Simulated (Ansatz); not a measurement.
# Te2AsS2: the cost of one run

Computed with Ansatz 0.2.0 (reference: DFT PBE, plane waves, PAW, scalar-relativistic, no spin polarisation, unless a step's input says otherwise).

## (1) The structure to begin with

The structure is monoclinic, space group C2/m (No. 12). The conventional cell has a = 10.908 Å, b = 4.017 Å, c = 12.673 Å, α = 90.00°, β = 115.25°, γ = 90.00°. Te (site symmetry m) has 1 S at 2.56 Å and 2 As at 2.73 Å as nearest neighbours. Around Te (site symmetry m) lie 3 S at 2.44 to 2.73 Å. As (site symmetry m) is surrounded by 1 As at 2.50 Å and 2 Te at 2.73 Å. S (site symmetry m) has 3 Te at 2.56 to 2.73 Å as nearest neighbours. Around S (site symmetry m) lie 1 Te at 2.44 Å.

As a file:

```cif
data_structure
_symmetry_space_group_name_H-M 'C2/m'
_symmetry_Int_Tables_number 12
_cell_length_a 10.9075
_cell_length_b 4.0170
_cell_length_c 12.6730
_cell_angle_alpha 90.000
_cell_angle_beta 115.250
_cell_angle_gamma 90.000
_cell_volume 502.22
loop_
_atom_site_label
_atom_site_type_symbol
_atom_site_symmetry_multiplicity
_atom_site_Wyckoff_symbol
_atom_site_fract_x
_atom_site_fract_y
_atom_site_fract_z
_atom_site_occupancy
Te1 Te 4 i 0.95480 0.00000 0.17550 1
Te2 Te 4 i 0.81190 0.00000 0.39790 1
As1 As 4 i 0.89420 0.50000 0.01560 1
S1 S 4 i 0.71140 0.50000 0.23760 1
S2 S 4 i 0.09370 0.50000 0.40840 1
```

## (2) The reference run

Input file input.yaml:

```yaml
crystal:
  lattice:
    - [0.0, 4.017005, 0.0]
    - [5.453751, -2.008502, 0.0]
    - [-0.047851, 2.008502, -11.46215]
  atoms:
    - { symbol: Te, position: [0.9548, 0.7341, 0.8245] }
    - { symbol: Te, position: [0.0452, 0.2659, 0.1755] }
    - { symbol: Te, position: [0.8119, 0.2259, 0.6021] }
    - { symbol: Te, position: [0.1881, 0.7741, 0.3979] }
    - { symbol: As, position: [0.3942, 0.7728, 0.9844] }
    - { symbol: As, position: [0.6058, 0.2272, 0.0156] }
    - { symbol: S, position: [0.2114, 0.1852, 0.7624] }
    - { symbol: S, position: [0.7886, 0.8148, 0.2376] }
    - { symbol: S, position: [0.5937, 0.779, 0.5916] }
    - { symbol: S, position: [0.4063, 0.221, 0.4084] }
  symmetry: { tolerance: 0.0003 }
kpoints:
  mp_grid: { grid: [5, 5, 5], shift: [0, 0, 0] }
magnetization:
  spin_polarized: false
scf:
  occupations: { method: fermi_dirac }
hamiltonian:
  pseudopotentials: { kind: paw }
  xc: pbe
basis:
  ecutwfc: 420
output:
  forces: true
  stress: true
  eigenvalues: true
```

The run is started by

```bash
$ ansatz run input.yaml --threads 1 --pin off --max-ram 2560MiB --backend cpu --events-out ev --progress --plain --runs-dir out
```

**Question.** How long does this run take on 1 thread of Arm Neoverse V1, shared host, and how much memory does it need?

About 40 s, with a peak of 0.77 GiB.
